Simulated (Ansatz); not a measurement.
# BiBrO: the cost of one run

Method: DFT LDA, scalar-relativistic, plane waves, PAW, in Ansatz 0.2.0.

## 1. Starting point

The structure is tetragonal, space group P4/nmm (No. 129). Conventional cell: a = 3.883 Å, b = 3.883 Å, c = 7.887 Å, α = 90.00°, β = 90.00°, γ = 90.00°. Bi (site symmetry 4mm) has 4 O at 2.30 Å and 4 Br at 3.13 Å as nearest neighbours. Br (site symmetry 4mm) is surrounded by 4 Bi at 3.13 Å. O (site symmetry -4m2) has 4 Bi at 2.30 Å as nearest neighbours.

Structure file:

```
Bi Br O
1.0
     3.88262    0.00000    0.00000
     0.00000    3.88262    0.00000
     0.00000    0.00000    7.88675
Bi Br O
2 2 2
Direct
  0.00000 0.50000 0.15756
  0.50000 0.00000 0.84244
  0.00000 0.50000 0.65172
  0.50000 0.00000 0.34828
  0.00000 0.00000 0.00000
  0.50000 0.50000 0.00000
```

This cell was relaxed beforehand with the same method: volume 19.82 Å³/atom, gap on the mesh 2.04 eV.

## 2. Plan of the line

The energy is mapped over two homogeneous strains (x along [1 0 0], y along [0 1 0], z along [0 0 1] of the conventional cell).

The axes are (1) strain +e along x and -e along y: 7 values from −15 to 15 %; (2) strain +e along z and -e/2 along x and y: 7 values from −11.0 %.

Nothing else is relaxed (fractional coordinates fixed). Energies count from the relaxed crystal. Points are written as (first, second).

## 3. Point (−5 %, −11.0 %)

Input file input.yaml:

```yaml
crystal:
  lattice:
    - [3.9020282372, 0.0, 0.0]
    - [0.0, 4.2902897533, 0.0]
    - [0.0, 0.0, 7.0192090006]
  atoms:
    - { symbol: Bi, position: [0.0, 0.5, 0.157557902] }
    - { symbol: Bi, position: [0.5, 0.0, 0.842442098] }
    - { symbol: Br, position: [0.0, 0.5, 0.6517216503] }
    - { symbol: Br, position: [0.5, 0.0, 0.3482783497] }
    - { symbol: O, position: [0.0, 0.0, 0.0] }
    - { symbol: O, position: [0.5, 0.5, 0.0] }
basis:
  ecutwfc: 520.0
kpoints:
  mp_grid: { grid: [8, 8, 4] }
hamiltonian:
  xc: lda
  pseudopotentials: { kind: paw }
scf:
  occupations: { method: gaussian, width: 0.05 }
output:
  forces: true
  stress: true
  eigenvalues: true
```

Run with:

```bash
$ ansatz run input.yaml --threads 2 --pin off --max-ram 4096MiB --backend cpu --events-out ev --progress --plain --runs-dir out
```

What time and memory should one allow on 2 threads of Arm Neoverse N1, shared host?

About 20 s, with a peak of 0.57 GiB.
